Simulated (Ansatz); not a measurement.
The system is TaWC2.

```
W Ta C
1.0
     1.57186    0.90751    5.10162
    -1.57186    0.90751    5.10162
     0.00000   -1.81502    5.10162
W Ta C
1 1 2
Cartesian
  0.0000 0.0000 0.0000
  0.0000 0.0000 7.6524
  0.0000 0.0000 3.8405
  0.0000 0.0000 11.4644
```

The cell comes from a database or a generator and needn't be the stable form of this composition.

Base run:

* Program: Ansatz 0.2.0
* Functional: PBEsol
* Potentials or basis: all-electron LAPW, scalar-relativistic
* Cutoff: 303 eV
* Density cutoff: 1214 eV
* Basis error allowed: 0.002 eV/atom
* k mesh: 10 × 10 × 10
* Occupations: fermi-dirac, width 0.05 eV
* Spin: no spin polarisation
* Hubbard terms: Ta d U = 2 eV, W d U = 2 eV

Its results: band gap on the k mesh none (metal or under the smearing width); pressure -9.9 GPa; largest force 0.008 eV/Å.

Question: After a change of settings the same cell gave: band gap on the k mesh none (metal or under the smearing width); pressure -8.7 GPa; largest force 0.098 eV/Å. Which change was it?
A. potentials or basis from all-electron LAPW, scalar-relativistic to all-electron PAW datasets made for the crystal; hubbard terms from Ta d U = 2 eV, W d U = 2 eV to none
B. hubbard terms from Ta d U = 2 eV, W d U = 2 eV to Ta d U = 6 eV, W d U = 6 eV
C. hubbard terms from Ta d U = 2 eV, W d U = 2 eV to Ta d U = 4 eV, W d U = 4 eV
D. basis error allowed from 0.002 eV/atom to 0.001 eV/atom; hubbard terms from Ta d U = 2 eV, W d U = 2 eV to none

Answer: C.

Caveats: U is the effective U less J, on atomic orbitals that reach past the spheres; U without spin polarisation on a metal has little footing; the U is typed as a test and isn't derived for this compound.

Not every run made on this cell is shown here.
